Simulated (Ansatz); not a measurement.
# C₂H₇AlSSi: up Jacob's ladder to CCSD(T)

How much do the methods differ for C₂H₇AlSSi? The plan is to run it at one geometry with functionals of several rungs and with coupled cluster, and see how far each lands from CCSD(T) at the basis-set limit for the atomisation energy.

The runs use Ansatz 0.2.0, Gaussian basis; functionals in def2-TZVPP, the program's frozen cores in correlated methods.

Levels to be run: PBE-D4, r2SCAN-D4, PBE0-D4, B3LYP-D4, ωB97X-V, ωB97M-V, B2PLYP; CCSD(T)/def2-TZVPP; MP2/def2-QZVPP; extrapolation to the limit.

## (1) Structure used throughout

All runs share one geometry, relaxed beforehand with PBE0-D4 in a triple-zeta def2 set.

12 atoms, charge 0, spin multiplicity 1.

Atoms are counted from 1 here; the program's logs count them from 0.

Bond lengths: C1–Si2 1.873 Å, C1–H6 1.092 Å, C1–H7 1.093 Å, C1–H8 1.092 Å, Si2–Al3 2.320 Å, Si2–C4 1.891 Å, Si2–H9 1.499 Å, Al3–C4 2.018 Å, Al3–S5 2.351 Å, Al3–H10 1.578 Å, C4–S5 1.792 Å, C4–H11 1.086 Å, S5–H12 1.360 Å. Angles: Si2–C1–H6 110.8°, Si2–C1–H7 110.9°, Si2–C1–H8 110.6°, H6–C1–H7 108.4°, H6–C1–H8 108.0°, H7–C1–H8 108.0°, C1–Si2–Al3 123.3°, C1–Si2–C4 112.9°, C1–Si2–H9 110.4°, Al3–Si2–C4 56.2°, Al3–Si2–H9 125.2°, C4–Si2–H9 113.2°, Si2–Al3–C4 51.1°, Si2–Al3–S5 79.2°, Si2–Al3–H10 162.4°, C4–Al3–S5 47.7°, C4–Al3–H10 136.0°, S5–Al3–H10 117.7° and more.

As a file:

```mol
C2H7AlSSi
  3D, bonds by distance, orders not assigned

 12 13  0  0  0  0  0  0  0  0999 V2000
   -1.8219    0.5586   -0.8328 C   0  0
   -0.0456   -0.0173   -0.6814 Si  0  0
    0.6316   -1.6944    0.7723 Al  0  0
    0.6903    0.3062    1.0302 C   0  0
    2.4154   -0.1785    0.9862 S   0  0
   -2.4120    0.2256    0.0236 H   0  0
   -1.8747    1.6491   -0.8859 H   0  0
   -2.2811    0.1536   -1.7374 H   0  0
    0.7835    0.5452   -1.7969 H   0  0
    0.6273   -2.9599    1.7145 H   0  0
    0.5013    1.1538    1.6819 H   0  0
    2.8630    0.2028   -0.2402 H   0  0
  1  2  8  0
  1  6  8  0
  1  7  8  0
  1  8  8  0
  2  3  8  0
  2  4  8  0
  2  9  8  0
  3  4  8  0
  3  5  8  0
  3 10  8  0
  4  5  8  0
  4 11  8  0
  5 12  8  0
M  END
```

## (2) PBE-D4 (GGA)

Input file in.yaml:

```yaml
crystal:
  periodic: [false, false, false]
  atoms:
    - {symbol: C, position_ang: [-1.821889, 0.558643, -0.832763]}
    - {symbol: Si, position_ang: [-0.045564, -0.017306, -0.681395]}
    - {symbol: Al, position_ang: [0.631556, -1.694433, 0.772316]}
    - {symbol: C, position_ang: [0.690309, 0.306229, 1.030183]}
    - {symbol: S, position_ang: [2.415379, -0.178514, 0.986156]}
    - {symbol: H, position_ang: [-2.411978, 0.225585, 0.023598]}
    - {symbol: H, position_ang: [-1.874662, 1.649074, -0.885902]}
    - {symbol: H, position_ang: [-2.281142, 0.153593, -1.737450]}
    - {symbol: H, position_ang: [0.783453, 0.545243, -1.796885]}
    - {symbol: H, position_ang: [0.627258, -2.959916, 1.714479]}
    - {symbol: H, position_ang: [0.501267, 1.153833, 1.681911]}
    - {symbol: H, position_ang: [2.863012, 0.202770, -0.240248]}
basis:
  gaussian: {orbitals: def2-TZVPP}
hamiltonian: {xc: pbe, dispersion: d4}
output: {forces: true, orbitals: {seedname: orbitals}}
```

Command:

```console
> ansatz run in.yaml --threads 4 --pin off --events-out ev --progress --plain --max-ram 10444MiB
```

The runs that follow: r2SCAN-D4 (meta-GGA); PBE0-D4 (hybrid); B3LYP-D4 (hybrid); ωB97X-V (range-separated); ωB97M-V (range-separated); B2PLYP (double hybrid); CCSD(T) in def2-TZVPP; MP2 in def2-QZVPP.

Q: Predict the results of all the runs planned. Wanted: atomisation energy, CCSD(T)/CBS; farthest; mean size of error, hybrid; mean size of error, range-separated; gap, smallest and largest; T1 diagnostic; triples share of the correlation energy.

**Answer**, as computed:

| quantity | value |
| --- | --- |
| atomisation energy, CCSD(T)/CBS | 3971.6 kJ/mol |
| functionals within 19.9 kJ/mol (0.5 %) | PBE0-D4, ωB97M-V |
| farthest | B2PLYP (-70.4 kJ/mol) |
| mean size of error, hybrid | 20.2 kJ/mol |
| mean size of error, range-separated | 19.0 kJ/mol |
| gap, smallest and largest | 3.83 eV (PBE-D4), 9.56 eV (ωB97X-V) |
| T1 diagnostic | 0.0127 |
| triples share of the correlation energy | 4.5 % |

What this shows: PBE-D4 misses by +58.9 kJ/mol. Double hybrids carry the basis error of their MP2 part in triple zeta, and no dispersion term here, so their miss is partly the set-up's. The reference freezes the cores and leaves out relativity and excitations past (T), so misses under about 19.9 kJ/mol can't be ranked. Hartree-Fock recovers 73 % of the binding; the rest is correlation. Orbital gaps span 3.8 to 9.6 eV; exact exchange widens them.
